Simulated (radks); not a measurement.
# Ge inside a hard spherical wall

An exercise on one series of results from a longer session: the logs are not shown, and one member is left open.

Method: non-relativistic Kohn-Sham, PBE, spin-polarised, spherical densities, point nucleus; open shells are filled with parallel spins first. Code: radks (a radial shooting solver on a logarithmic mesh, Libxc functionals) version 1.

## Starting point

* element: germanium (Z = 32)
* charge: 0
* electrons: 32
* configuration: [Ar] 3d10 4s2 4p2

The outer shells:

Ge
```
[Ar] core
3d [↑↓][↑↓][↑↓][↑↓][↑↓]
4s [↑↓]
4p [↑ ][↑ ][  ]
```

The first run:

The run's settings:

```text
Z 32
configuration [Ar] 3d10 4s2 4p2 5s0 4d0 5p0
relativity non-relativistic
functional pbe,pbe
spin polarised
nucleus point
```

Among the steps run: The free atom; Wall at 20 bohr; Wall at 15 bohr; Wall at 8 bohr; Wall at 7 bohr; Wall at 5 bohr; Wall at 1.5 bohr.

One of the session's tables, all rows but one given; the rest of the session is left out.

| R (bohr) | E − E(free) (eV) | ε(4p) (eV) |
| --- | --- | --- |
| free | 0.000 | -4.451 |
| 20 | 0.000 | -4.451 |
| 15 | 0.000 | -4.451 |
| 8 | ? | ? |
| 7 | 0.253 | -4.038 |
| 5 | 2.658 | -1.954 |
| 1.5 | 772.35 | 201.14 |

Estimate the missing values for R (bohr) = 8.

Worked estimate for «E − E(free) (eV)». A straight line through the neighbours (15, 0.000) and (7, 0.253) gives 0.000 + (0.253 − 0.000) × (8 − 15) / (7 − 15) = 0.221; a parabola fitted to 4 rows on both sides gives 0.761.

As computed: E − E(free) (eV): 0.083; ε(4p) (eV): -4.280. In «E − E(free) (eV)» the line misses by +0.138 and the parabola by +0.678. Between these rows the values bend or scatter more than so simple an estimate can follow.

Shells are not refilled when levels cross, and a hard wall is a model, not a crystal.
